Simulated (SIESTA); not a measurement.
Runs of SIESTA 5.4.2 on Sc. The cell holds a slab with vacuum, 5 atoms: a = 3.309 Å, b = 3.309 Å, c = 25.536 Å, α = 90.00°, β = 90.00°, γ = 120.00°. The slab is cut from a database's or a generator's crystal, which needn't be the stable form of the element.

```csv
level,potentials or basis,gap on the mesh (eV),largest force (eV/Å),work function (eV)
WC,"PseudoDojo 0.4 standard (PBEsol files), DZP (energy shift 0.003 Ry; two zetas on semicore shells)",none,(a),(b)
BLYP,"PseudoDojo 0.4 standard (PBE files), DZP (energy shift 0.003 Ry; two zetas on semicore shells)",none,0.20,2.85
PBE,"PseudoDojo 0.4 standard (PBE files), DZP (energy shift 0.003 Ry; two zetas on semicore shells)",none,(c),3.35
AM05,"PseudoDojo 0.4 standard (PBEsol files), DZP (energy shift 0.003 Ry; two zetas on semicore shells)",none,0.33,3.32
RPBE,"PseudoDojo 0.4 standard (PBE files), DZP (energy shift 0.003 Ry; two zetas on semicore shells)",none,0.16,3.28
```

Alike in all rows: task band structure; no spin polarisation; cell as given; k mesh 9 × 9 × 1; smearing fermi-dirac 0.05 eV; grid cutoff 800 Ry; energy shift 0.003 Ry.

Task: Estimate the missing entries.

Result: (a) 0.37; (b) 3.36; (c) 0.23.

Caveats: the basis of atomic orbitals isn't converged, which shifts pressures, moduli and gaps; the potentials were made for another functional, which shifts forces and pressure (some runs).

A k mesh can miss the band edges.

A gap of «none» marks a metal or a gap under the smearing width.

Not every run made on this cell is shown here.
